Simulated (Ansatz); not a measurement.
AlBr₂HS, SMILES [SH][Al]([Br])[Br], a polarisability from point charges

With the Python package of Ansatz (0.2.0).

`albr2hs.xyz`
```text
5

S     0.19860    1.74090   -0.41230
Al    0.24340   -0.45920   -0.10410
Br    1.41890   -1.33820    1.72740
Br   -0.80370   -1.90740   -1.60050
H    -1.00730    1.89030    0.34800
```

Interactive session:
```pycon
>>> import ansatz as az
>>> import numpy as np
>>> molecule = az.Crystal.molecule_from_extxyz('albr2hs.xyz')
>>> base = molecule.calculation().basis(gaussian='def2-SVP').functional('B3LYP').forces()
>>> # charges +q and -q at -R and +R make a nearly even field 2 k q / R^2 at the centre
>>> centre = np.mean([site.position_ang for site in molecule.cartesian_sites], axis=0)
>>> field = 2 * 14.399645 * 3.0 / 30.0 ** 2
>>> def dipole(axis, sign):
...     arm = 30.0 * np.eye(3)[axis]
...     pair = [{'charge': sign * 3.0, 'position_ang': (centre - arm).tolist()}, {'charge': -sign * 3.0, 'position_ang': (centre + arm).tolist()}]
...     deck = base.input().set(az.key.basis.gaussian.point_charges, pair)
...     return np.array(az.Session.from_dict(deck).plan().execute().report['charge_distribution']['dipole_moment_e_ang'])
...
>>> print(f'field {field:.4f} V/A')
field 0.0960 V/A
>>> alpha = np.array([(dipole(axis, 1) - dipole(axis, -1)) / (2 * field) * 14.399645 for axis in range(3)])
>>> print('polarisability tensor (A^3)')
polarisability tensor (A^3)
>>> print(np.array2string(alpha, precision=3, suppress_small=True))
[[ 8.964 -0.046  2.27 ]
 [-0.033 11.924  0.164]
 [ 2.288  0.153 10.857]]
>>> print(f'mean {np.trace(alpha) / 3:.3f} A^3 = {np.trace(alpha) / 3 / 0.14818471:.2f} bohr^3')
mean 10.582 A^3 = 71.41 bohr^3
```

Reading the output:
- The settings weren't tested for convergence.
- The geometry is a force-field or estimated start, not a minimum of this method, and the basis set is short of its limit. The field of two point charges is only nearly even.
- b3lyp holds the VWN-RPA fit, as in Gaussian; the form of ORCA and Turbomole is b3lyp5.
- Without diffuse functions polarisabilities are unreliable, as a rule too low, and they change with the bond lengths of this unrelaxed start.
- Wall time of the script: 30 s on 1 thread of Arm Neoverse V2, with other jobs on the host, peak memory 0.32 GiB.
